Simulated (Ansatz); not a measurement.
Below is the output of a Python script on Ansatz 0.2.0, Python API that makes a single point from a YAML input of Cs₃YF₆, space group Fm-3m. Write a script that gives it. Settings: LDA, PAW, cutoff 420 eV, 3×3×3 k-points, fixed occupations.

Contents of `input.yaml`:
```yaml
crystal:
  lattice:
    - [0.0, 4.955596, 4.955596]
    - [4.955596, 0.0, 4.955596]
    - [4.955596, 4.955596, 0.0]
  atoms:
    - { symbol: Cs, position: [0.75, 0.75, 0.75] }
    - { symbol: Cs, position: [0.25, 0.25, 0.25] }
    - { symbol: Cs, position: [0.5, 0.5, 0.5] }
    - { symbol: "Y", position: [0.0, 0.0, 0.0] }
    - { symbol: F, position: [0.781764, 0.218236, 0.218236] }
    - { symbol: F, position: [0.218236, 0.218236, 0.781764] }
    - { symbol: F, position: [0.218236, 0.781764, 0.781764] }
    - { symbol: F, position: [0.218236, 0.781764, 0.218236] }
    - { symbol: F, position: [0.781764, 0.218236, 0.781764] }
    - { symbol: F, position: [0.781764, 0.781764, 0.218236] }
kpoints:
  mp_grid: { grid: [3, 3, 3] }
hamiltonian:
  xc: lda
scf:
  occupations: { method: fixed }
basis:
  ecutwfc: "420 eV"
output:
  forces: true
  stress: true
  eigenvalues: true
accuracy: medium
```

Output of `python yaml_run_cs3yf6.py`:
```text
sections: ['crystal', 'kpoints', 'hamiltonian', 'scf', 'basis', 'output', 'accuracy']
Cs3YF6: -25038.850679 eV = -1840.321598 Ry = -920.160799 Ha
Fermi level 1.3265 eV, 4 k-points, 48 symmetry operations
gap on the k mesh: 5.603 eV
lowest empty less highest filled band, by band count: 5.603 eV
pressure by term (GPa)
  kinetic                           862.213
  hartree                           514.186
  ewald                            -914.983
  local_pseudopotential            -162.193
  nonlocal_pseudopotential         -134.802
  augmentation                       42.572
  nlcc                             -192.258
  xc                                -17.781
  augmentation_tail                   0.002
  scf_correction                      0.001
  pulay_correction                    0.419
  total                              -2.624
levels less the Fermi level (eV) at the first k-points
k = (0.000, 0.000, 0.000)
    -37.662 -19.834 -19.834 -19.834 -19.029 -18.873 -18.873 -18.377 -18.340 -16.899 -16.682 -16.682 -16.682 -5.298 -5.298 -5.298 -5.156 -5.156 -5.156 -4.064 -4.064 -4.064 -1.723 -1.723 -1.502 -1.228 -1.228 -1.228 -0.626 -0.626 -0.626 -0.613 -0.613 -0.613 -0.265 -0.265 -0.265 -0.055 -0.055 -0.055 5.603 7.184 7.184 7.891 7.891 7.891 8.155 8.155 8.155
k = (0.000, 0.000, 0.333)
    -37.662 -19.861 -19.830 -19.830 -18.941 -18.881 -18.881 -18.382 -18.363 -17.109 -16.677 -16.677 -16.507 -5.260 -5.260 -5.209 -5.166 -5.166 -5.085 -4.177 -4.144 -4.144 -1.364 -1.322 -1.322 -1.242 -1.242 -1.148 -0.829 -0.677 -0.677 -0.664 -0.664 -0.576 -0.438 -0.438 -0.376 -0.306 -0.259 -0.259 6.519 7.770 7.770 7.949 8.099 8.099 8.352 8.352 8.377
k = (0.000, 0.333, 0.333)
    -37.662 -19.845 -19.834 -19.834 -18.955 -18.895 -18.873 -18.383 -18.372 -16.989 -16.682 -16.682 -16.599 -5.300 -5.300 -5.185 -5.093 -5.085 -5.085 -4.201 -4.057 -4.057 -1.724 -1.587 -1.454 -1.259 -1.259 -1.250 -0.835 -0.726 -0.726 -0.671 -0.614 -0.614 -0.369 -0.369 -0.338 -0.270 -0.023 -0.023 6.713 7.659 7.746 7.749 8.082 8.252 8.252 8.342 8.488
```

One script that gives this output:

`yaml_run_cs3yf6.py`
```python
"""Cs3YF6 from YAML text."""

import warnings

import ansatz as az
import numpy as np
import yaml


def main() -> None:
    warnings.simplefilter("ignore", az.DeckWarning)

    with open("input.yaml") as handle:
        tree = yaml.safe_load(handle)
    print("sections:", list(tree))
    result = az.Session.from_dict(tree).plan(threads=1).execute()
    data = result.report

    energy = data["free_energy_ev"]
    print("Cs3YF6: {:.6f} eV = {:.6f} Ry = {:.6f} Ha".format(energy, energy / 13.605693, energy / 27.211386))
    print("Fermi level {:.4f} eV, {} k-points, {} symmetry operations".format(data["fermi_energy_ev"], data["n_kpoints"], data["n_symmetry_ops"]))

    gap = None if "band_edges_ev" not in data else data["band_edges_ev"][1] - data["band_edges_ev"][0]
    print("gap on the k mesh:", "withheld (metal, or smearing too wide to tell)" if gap is None else f"{gap:.3f} eV")
    print("lowest empty less highest filled band, by band count:", round(data["gap_by_band_count_ev"], 3), "eV")

    # pressure is a third of the trace
    print("pressure by term (GPa)")
    for term, tensor in data["stress_terms_gpa"].items():
        if np.any(tensor):
            print(f"  {term:28s} {np.trace(np.array(tensor)) / 3:12.3f}")
    print(f"  {'total':28s} {np.trace(np.array(data['stress_gpa'])) / 3:12.3f}")

    fermi = data["fermi_energy_ev"]
    print("levels less the Fermi level (eV) at the first k-points")
    for k, levels in list(zip(data["kpoints_frac"], data["eigenvalues_ev"]))[:3]:
        print("k = ({:.3f}, {:.3f}, {:.3f})".format(*k))
        print("   ", " ".join(f"{e - fermi:.3f}" for e in levels))


if __name__ == "__main__":
    main()
```

Reading the output:
- These settings explore the input space; cutoff and mesh may be short of convergence.
- The run is spin-unpolarised.
- Along an axis with an odd division the mesh misses the point at one half; a gap read on a finite mesh is an upper bound on this functional's gap.
- Semilocal gaps usually lie well under measured ones.
- An absolute Fermi energy rests on an arbitrary zero of the periodic potential and has no direct meaning.
- Pressure is positive in compression.
- The structure comes from a database of computed cells and needn't be a stable or known phase.
- Gaps and levels are Kohn-Sham values on a finite set of k-points, without spin-orbit coupling.
- The whole script took 1.1 s on 1 thread of AMD EPYC 9R05 (Zen 5), with other jobs on the host, peak memory 0.52 GiB.

(Lines on the test bed's own set-up are left out of the output.)
